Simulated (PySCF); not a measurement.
# CuF3: triplet, from a T-shaped start

Where does triplet CuF3 go from a T-shaped start, is the end point a minimum, and what are its modes, charges and moments?

The runs use PySCF 2.14.0; PBE0, basis Cu def2-TZVP, F def2-TZVP, no relativity, density fitting.

## (1) The starting structure

4 atoms, charge 0, spin multiplicity 3.

Bond lengths: Cu1–F2 1.760 Å, Cu1–F3 1.760 Å, Cu1–F4 1.760 Å. Angles: F2–Cu1–F3 88.0°, F2–Cu1–F4 88.0°, F3–Cu1–F4 176.0°.

```xyz
4
charge 0 multiplicity 3
Cu    0.0000    0.0000    0.0000
F     0.0000    0.0000    1.7600
F     1.7589    0.0000    0.0614
F    -1.7589    0.0000    0.0614
```

## (2) The SCF at the typed geometry

One driver script runs all steps and calls PySCF; scf.py shows how it sets up the SCF of each step. The optimiser is the driver's own. After this first run the driver tries any further starts and a stability analysis.

The input, scf.py:

```python
from pyscf import gto, scf, dft
mol = gto.M(atom='''
Cu     0.000000     0.000000     0.000000
F      0.000000     0.000000     1.760000
F      1.758900     0.000000     0.061400
F     -1.758900     0.000000     0.061400''',
    basis={'Cu': 'def2-TZVP', 'F': 'def2-TZVP'},
    charge=0, spin=2)
mf = dft.UKS(mol, xc='PBE0')
mf.grids.atom_grid = (50, 194)
aux = {'Cu': 'def2-universal-JKFIT', 'F': 'def2-universal-JKFIT'}
mf = mf.density_fit(auxbasis=aux)
mf.conv_tol = 1e-08
mf.diis_space = 10
mf.max_cycle = 60
mf.init_guess = 'minao'
mf.verbose = 4
mf.kernel()
```

Launch:

```console
$ OMP_NUM_THREADS=4 python axn.py task.json out
```

Further steps of the session: Relaxing the triplet from the T-shaped start; Hessian and properties.

Before running it: what results should come out? Wanted: minimum; geometry; wavenumbers; dipole moment; highest occupied, lowest empty level; polar-tensor charge of Cu1; zero-point energy; atomisation energy; ⟨S²⟩.

As calculated:

| quantity | value |
| --- | --- |
| minimum | triplet, C2v |
| geometry | Cu–F 1.718 Å (×2), Cu–F 1.794 Å; F–Cu–F 101.4° (×2), F–Cu–F 157.3° |
| wavenumbers (cm⁻¹) | 155 (b2), 186 (a1), 247 (b1), 522 (a1), 584 (a1), 729 (b2) |
| dipole moment | 2.23 D |
| highest occupied, lowest empty level (either spin) | -10.85, -8.00 eV |
| polar-tensor charge of Cu1 | +0.93 e |
| zero-point energy | 14.5 kJ/mol |
| entropy at 298.15 K | 311.7 J/(mol K) |
| atomisation energy (no zero-point energy) | 775 kJ/mol |
| ⟨S²⟩ | 2.013 |

What this shows: The T-shaped start keeps its C2v symmetry and ends in a minimum. In the infrared the band at 729 cm⁻¹ (b2, stretch) leads. The first SCF alone would have been 16 kJ/mol too high. Other starts or spin states, not run here, may lie lower. Open d and f shells are described by one determinant, and the ground state may have another occupation or spin.
